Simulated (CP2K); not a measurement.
# Si2NH5F (SMILES N[Si](F)[SiH3]) at GFN1-xTB

What is the energy change on altering one bond length of Si2NH5F at GFN1-xTB? 

Program for the calculation: CP2K 2026.2.

4 further runs of the same task are left out: 2 that didn't finish, 2 set aside as unsound or not needed.

## (1) The system as given

The species is Si2NH5F (9 atoms), meant as a doublet with charge 0. SMILES: `N[Si](F)[SiH3]`. The shape is that of a PBE0-D4/def2-TZVP optimisation. This is one conformer, not always the lowest.

Bond lengths: N1–Si2 1.703 Å, Si2–F3 1.616 Å, Si2–Si4 2.346 Å, N1–H5 1.007 Å, N1–H6 1.008 Å, Si4–H7 1.485 Å, Si4–H8 1.492 Å, Si4–H9 1.486 Å. Some angles: N1–Si2–F3 112.7°, N1–Si2–Si4 109.4°, F3–Si2–Si4 108.8°, Si2–N1–H5 122.8°, Si2–N1–H6 123.0°, Si2–Si4–H7 109.3°, Si2–Si4–H8 112.4°, Si2–Si4–H9 108.4°, H5–N1–H6 112.1°, H7–Si4–H8 108.9°.

## (2) A single-point energy at GFN1-xTB

molecule.xyz

```xyz
9

N     -0.977000     1.372900    -0.683600
Si    -0.847900    -0.322400    -0.578100
F     -0.495500    -1.010700    -1.997200
Si     0.823900    -0.883000     0.969100
H     -1.742300     1.833700    -1.147400
H     -0.198200     1.993200    -0.528800
H      1.132000    -2.331800     0.856500
H      2.078500    -0.103500     0.756900
H      0.315000    -0.594800     2.335600
```

molecule.inp

```
&GLOBAL
  PROJECT_NAME molecule
  RUN_TYPE ENERGY
  PRINT_LEVEL MEDIUM
&END GLOBAL
&FORCE_EVAL
  METHOD QS
  &DFT
    CHARGE 0
    MULTIPLICITY 2
    LSD T
    # Quickstep
    &QS
      METHOD XTB
      EPS_DEFAULT 1.0E-10
      &XTB
        GFN_TYPE TBLITE
        &TBLITE
          METHOD GFN1
        &END TBLITE
        CHECK_ATOMIC_CHARGES F
      &END XTB
    &END QS
    &POISSON
      PERIODIC NONE
      POISSON_SOLVER ANALYTIC
    &END POISSON
    &SCF
      SCF_GUESS ATOMIC
      EPS_SCF 1.0E-07
      MAX_SCF 150
      ADDED_MOS 4
      &DIAGONALIZATION
        ALGORITHM STANDARD
      &END DIAGONALIZATION
      &MIXING
        METHOD DIRECT_P_MIXING
        ALPHA 0.4
      &END MIXING
      &SMEAR ON
        METHOD FERMI_DIRAC
        ELECTRONIC_TEMPERATURE [K] 300
        FIXED_MAGNETIC_MOMENT 1.0
      &END SMEAR
    &END SCF
    &PRINT
      &MOMENTS
        PERIODIC F
        REFERENCE COM
        MAX_MOMENT 1
      &END MOMENTS
      &MO ON
        ENERGIES T
        OCCUPATION_NUMBERS T
        NDIGITS 6
        &EACH
          QS_SCF 0
        &END EACH
        ADD_LAST NUMERIC
      &END MO
      &HIRSHFELD OFF
      &END HIRSHFELD
    &END PRINT
  &END DFT
  &SUBSYS
    # box in angstrom
    &CELL
      ABC [angstrom] 11.8 12.3 12.3
      PERIODIC NONE
    &END CELL
    &TOPOLOGY
      COORD_FILE_NAME molecule.xyz
      COORD_FILE_FORMAT XYZ
      &CENTER_COORDINATES
      &END CENTER_COORDINATES
    &END TOPOLOGY
  &END SUBSYS
&END FORCE_EVAL
```

Started as:

```
OMP_NUM_THREADS=1 cp2k.psmp molecule.inp > molecule.out
```

The program printed:

```text
CP2K| version string:                                       CP2K version 2026.2
[...]
 GLOBAL| Method name                                                        CP2K
[...]
 GLOBAL| Run type                                                         ENERGY
[...]
                             - Atoms:                                          9
[...]
                             - Spherical basis functions:                     36
[...]
 Number of electrons:                                                         13
[...]
  *** SCF run converged in    15 steps ***
[...]
  Fermi energy:                                                -0.29649572951122
[...]
 TB_DIPOLE| Moment [Debye]         -0.91371892       1.57544986       0.87969539
 TB_DIPOLE| Derivative [a.u.]       0.00000000       0.00000000       0.00000000
[...]
 ENERGY| Total FORCE_EVAL ( QS ) energy [hartree]            -14.791209356352116
[...]
```

Wall time 2.1 s (1 thread of AMD EPYC (Zen 3), shared host); peak memory 0.19 GiB.

## (3) The distorted shape, same level

molecule.xyz

```xyz
9

N     -2.983180     2.045627    -2.540259
Si    -2.854080     0.350327    -2.434759
F     -2.501680    -0.337973    -3.853859
Si     0.823900    -0.883000     0.969100
H     -3.748480     2.506427    -3.004059
H     -2.204380     2.665927    -2.385459
H      1.132000    -2.331800     0.856500
H      2.078500    -0.103500     0.756900
H      0.315000    -0.594800     2.335600
```

gas.inp

```
&GLOBAL
 PROJECT_NAME gas
 RUN_TYPE ENERGY
 PRINT_LEVEL MEDIUM
&END

&FORCE_EVAL
 METHOD Quickstep
 &DFT
  MULTIPLICITY 2
  LSD T
  &QS
   METHOD XTB
   EPS_DEFAULT 1.0E-10
   &XTB
    GFN_TYPE TBLITE
    &TBLITE
     METHOD GFN1
    &END
    CHECK_ATOMIC_CHARGES F
   &END
  &END
  &POISSON
   PERIODIC NONE
   POISSON_SOLVER ANALYTIC
  &END
  &SCF
   SCF_GUESS ATOMIC
   EPS_SCF 1.0E-07
   MAX_SCF 150
   ADDED_MOS 4
   &DIAGONALIZATION
    ALGORITHM STANDARD
   &END
   &MIXING
    METHOD DIRECT_P_MIXING
    ALPHA 0.4
   &END
   &SMEAR ON
    METHOD FERMI_DIRAC
    ELECTRONIC_TEMPERATURE [K] 300
    FIXED_MAGNETIC_MOMENT 1.0
   &END
  &END
  &PRINT
   &MOMENTS
    PERIODIC F
    REFERENCE COM
    MAX_MOMENT 1
   &END
   &MO ON
    ENERGIES T
    OCCUPATION_NUMBERS T
    NDIGITS 6
    &EACH
     QS_SCF 0
    &END
    ADD_LAST NUMERIC
   &END
   &HIRSHFELD OFF
   &END
  &END
 &END
 &SUBSYS
  &CELL
   ABC 13.8 13 14.2
   PERIODIC NONE
  &END
  &TOPOLOGY
   COORD_FILE_NAME molecule.xyz
   COORD_FILE_FORMAT XYZ
   &CENTER_COORDINATES
   &END
  &END
 &END
&END
```

Started as:

```
OMP_NUM_THREADS=1 cp2k.psmp gas.inp > gas.out
```

The program printed:

```text
CP2K| version string:                                       CP2K version 2026.2
[...]
 GLOBAL| Method name                                                        CP2K
[...]
 GLOBAL| Run type                                                         ENERGY
[...]
                             - Atoms:                                          9
[...]
                             - Spherical basis functions:                     36
[...]
 Number of electrons:                                                         13
[...]
  *** SCF run converged in    18 steps ***
[...]
  Fermi energy:                                                -0.30122308873646
[...]
 TB_DIPOLE| Moment [Debye]         -0.80816357       1.06801052       1.21406300
 TB_DIPOLE| Derivative [a.u.]       0.00000000       0.00000000       0.00000000
[...]
 ENERGY| Total FORCE_EVAL ( QS ) energy [hartree]            -14.711038696566053
[...]
```

It took 2.2 s on 1 thread of AMD EPYC (Zen 3), shared host; peak memory 0.19 GiB.

## (4) Outcome

Level: GFN1-xTB.

| quantity | value |
| --- | --- |
| first shape: total energy | -14.79121 Eh |
| first shape: dipole moment (from atomic charges alone) | 2.02 D |
| first shape: HOMO energy (highest over α and β) | -8.60 eV |
| first shape: LUMO energy (lowest over α and β) | -8.17 eV |
| first shape: dispersion energy | -7.59 kJ/mol |
| distorted shape: total energy | -14.71104 Eh |
| distorted shape: dipole moment (from atomic charges alone) | 1.81 D |
| distorted shape: HOMO energy (highest over α and β) | -9.37 eV |
| distorted shape: LUMO energy (lowest over α and β) | -8.72 eV |
| distorted shape: dispersion energy | -5.16 kJ/mol |
| energy change with the Si2–Si4 bond stretched from 2.346 to 5.161 Å | 2.182 eV |

In words: With the Si2–Si4 bond stretched from 2.346 to 5.161 Å the energy rises by 2.18 eV (50 kcal/mol). The first shape isn't relaxed at this level, so the change isn't measured from a minimum. The dipole (first shape) comes from point charges on the atoms alone, without atomic dipoles, so it is partial. The dipole (distorted shape) comes from point charges on the atoms alone, without atomic dipoles, so it is partial.
